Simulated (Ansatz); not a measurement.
**AlH3O2: a barrier at many levels of theory**

How high is the barrier of this step (H2–H4 formed, Al1–H2 broken, O3–H4 broken), and how far do cheaper methods land from CCSD(T)?

The runs use Ansatz 0.2.0, Gaussian basis; single points in def2-TZVPP on PBE0-D4/def2-TZVP structures.

Levels: SPW92, PBE-D4, BLYP-D4, r2SCAN-D4, B97M-V, PBE0-D4, B3LYP-D4, r2SCAN0-D4, BHLYP-D4, CAM-B3LYP-D4, wB97X-V, wB97M-V, B2PLYP, PBE-QIDH, RPA on PBE, Hartree-Fock, MP2, CCSD, CCSD(T). The reference is CCSD(T) at the basis limit, from triple and quadruple zeta. Zero-point energies come from PBE0-D4 vibrations.

Correlated methods freeze the cores. B3LYP uses VWN-RPA correlation. B2PLYP carries no dispersion term here.

13 further runs of the same task are left out: 13 set aside as unsound or not needed.

## (1) Start, saddle and end, as given

Charge 0, multiplicity 1. The folders r, ts and p hold the start, the saddle and the end; their coordinates stand in the first inputs.

```
  pair  r (Å)  ts (Å)  p (Å)
 H2–H4  3.125   0.869  0.764
Al1–H2  1.571   1.887  2.179
 O3–H4  0.955   1.647  2.574
```

## (2) wB97M-V/def2-TZVPP

Contents of r/in.yaml:

```yaml
crystal:
  periodic: [false, false, false]
  atoms:
    - {symbol: Al, position_ang: [-0.234286, -0.244429, -0.257056]}
    - {symbol: H, position_ang: [-0.786982, -1.417923, -1.143699]}
    - {symbol: O, position_ang: [1.231113, -0.339016, 0.588345]}
    - {symbol: H, position_ang: [1.802818, -1.104107, 0.576250]}
    - {symbol: O, position_ang: [-1.141544, 1.174912, -0.141496]}
    - {symbol: H, position_ang: [-0.871119, 1.930564, 0.377557]}
basis:
  gaussian: {orbitals: def2-TZVPP}
hamiltonian: {xc: {name: wB97M-V}}
```

Contents of ts/in.yaml:

```yaml
crystal:
  periodic: [false, false, false]
  atoms:
    - {symbol: Al, position_ang: [0.214267, 0.187161, 0.217467]}
    - {symbol: H, position_ang: [-0.038983, -1.441033, -0.701286]}
    - {symbol: O, position_ang: [1.594644, -0.454815, 0.755381]}
    - {symbol: H, position_ang: [0.696890, -1.411935, -0.240039]}
    - {symbol: O, position_ang: [-1.119308, 1.118695, -0.156245]}
    - {symbol: H, position_ang: [-1.347509, 2.001928, 0.124622]}
basis:
  gaussian: {orbitals: def2-TZVPP}
hamiltonian: {xc: {name: wB97M-V}}
```

Contents of p/in.yaml:

```yaml
crystal:
  periodic: [false, false, false]
  atoms:
    - {symbol: Al, position_ang: [0.445905, 0.296774, 0.410444]}
    - {symbol: H, position_ang: [-0.295793, -1.346348, -0.812878]}
    - {symbol: O, position_ang: [1.841837, -0.128692, 1.058620]}
    - {symbol: H, position_ang: [0.372299, -1.551673, -0.503523]}
    - {symbol: O, position_ang: [-0.995506, 0.934528, -0.165544]}
    - {symbol: H, position_ang: [-1.368740, 1.795412, 0.012781]}
basis:
  gaussian: {orbitals: def2-TZVPP}
hamiltonian: {xc: {name: wB97M-V}}
```

No record of the launch command was kept for these runs.

After this run come: CCSD(T)/def2-TZVPP; MP2/def2-QZVPP; Vibrations of the start structure; Vibrations of the end structure.

**Question.** What will these runs give? Wanted: barrier, CCSD(T)/CBS; reverse barrier, CCSD(T)/CBS; step energy, CCSD(T)/CBS; barrier with zero-point energy; step energy with zero-point energy; imaginary mode at the saddle; largest T1 diagnostic.

As calculated:

```
                          quantity          value
              barrier, CCSD(T)/CBS   289.3 kJ/mol
      reverse barrier, CCSD(T)/CBS    25.6 kJ/mol
          step energy, CCSD(T)/CBS  +263.6 kJ/mol
    barrier with zero-point energy   278.6 kJ/mol
step energy with zero-point energy  +253.8 kJ/mol
      imaginary mode at the saddle      686i cm⁻¹
             largest T1 diagnostic          0.021
```

**Reading.** Among the functionals B97M-V lands nearest to CCSD(T)/CBS (+1.3 kJ/mol) and SPW92 farthest (-39.7 kJ/mol). By rung, the mean size of the error is: LDA 39.7, GGA 34.6, meta-GGA 9.8, hybrid 11.1, range-separated hybrid 6.4, double hybrid 7.6 kJ/mol. PBE-D4 gives a barrier 36.1 kJ/mol too low, outside chemical accuracy (1 kcal/mol, 4.2 kJ/mol). The barrier rises with the share of exact exchange, from BLYP-D4 through B3LYP-D4 to BHLYP-D4 (-33.0, -6.9, +27.9 kJ/mol). Hartree-Fock, with no correlation, is off by +76.5 kJ/mol. Zero-point motion lowers the barrier by 10.6 kJ/mol.
